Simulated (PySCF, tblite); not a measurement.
**C₃H₆B₂Cl₂S: geometry, infrared bands and NMR shifts**

Aim: predict the infrared bands and NMR shifts of C₃H₆B₂Cl₂S (`CBS/C=C\B(Cl)Cl`).

Programs: tblite 0.8.0 and PySCF 2.14.0, with density-fitted response routines of our own. Each step states its level of theory. These are calculated values for one molecule in the gas phase, unless marked as measured. Atoms are numbered from 0 throughout.

**1. The molecule as given**

14 atoms, charge 0, multiplicity 1; geometry from: force field or distance geometry start.

Bonds of the start (Å): C0–B1 1.59, B1–S2 1.90, S2–C3 1.81, C3–C4 1.35, C4–B5 1.58, B5–Cl6 1.84, B5–Cl7 1.84, C0–H8 1.12, C0–H9 1.11, C0–H10 1.10, B1–H11 1.17, C3–H12 1.07, C4–H13 1.08.

**2. Relaxing the molecule with GFN2-xTB**

The job: settings as JSON, then the geometry in Å.

```
{"job": {"kind": "relax", "xc": "GFN2-xTB", "basis": "xTB"}, "charge": 0, "multiplicity": 1}
C     -2.944600    -0.670900     0.601100
B     -1.695100    -0.230300    -0.272600
S     -0.041100    -0.309000     0.668900
C      0.906300     1.212400     0.410000
C      2.239100     1.062500     0.288900
B      2.905600    -0.364100     0.335000
Cl     2.338400    -1.774300    -0.706400
Cl     4.375500    -0.592300     1.411000
H     -2.632500    -1.598200     1.136400
H     -3.823900    -0.862900    -0.052700
H     -3.106200     0.132500     1.341700
H     -1.764700    -0.112800    -1.430800
H      0.407600     2.157400     0.396600
H      2.834900     1.949500     0.130600
```

Run with:

```bash
$ OMP_NUM_THREADS=1 python probes_run.py task.json out
```

The driver reads the jobs from task.json and runs them one after another.

**Question.** This job is followed by: GFN2-xTB harmonic vibrations, gas phase; GIAO PBE0/pcSseg-1 NMR shielding, non-relativistic, gas phase. What will the session give for the following? strongest single infrared mode (GFN2-xTB); zero-point energy (GFN2-xTB); 13C shifts against TMS (PBE0/pcSseg-1); 1H shifts against TMS (PBE0/pcSseg-1, means over atoms taken as alike); 11B shifts against BF3·OEt2 (PBE0/pcSseg-1); 33S shifts against CS2 (PBE0/pcSseg-1); 35Cl shifts against HCl (PBE0/pcSseg-1, means over atoms taken as alike).

As calculated:

```
                                                                quantity                       value
                               strongest single infrared mode (GFN2-xTB)       1560 cm⁻¹, 372 km/mol
                                            zero-point energy (GFN2-xTB)               55.3 kcal/mol
                                  13C shifts against TMS (PBE0/pcSseg-1)      171.5, 136.0, 10.8 ppm
  1H shifts against TMS (PBE0/pcSseg-1, means over atoms taken as alike)  7.91, 7.48, 6.62, 1.19 ppm
                             11B shifts against BF3·OEt2 (PBE0/pcSseg-1)              74.7, 50.0 ppm
                                  33S shifts against CS2 (PBE0/pcSseg-1)                     204 ppm
35Cl shifts against HCl (PBE0/pcSseg-1, means over atoms taken as alike)                     270 ppm
```

Over 135 steps the energy fell by 1.132 eV; of the close pairs, B5–Cl6 changed most, 1.843 to 1.718 Å. All 36 modes are real, so the xTB geometry is a minimum. The strongest single mode, at 1560 cm⁻¹, moves mainly C4 and C3. GFN2-xTB is a fitted tight-binding method: band positions and strengths are rough. Its intensities can rank the bands wrongly.
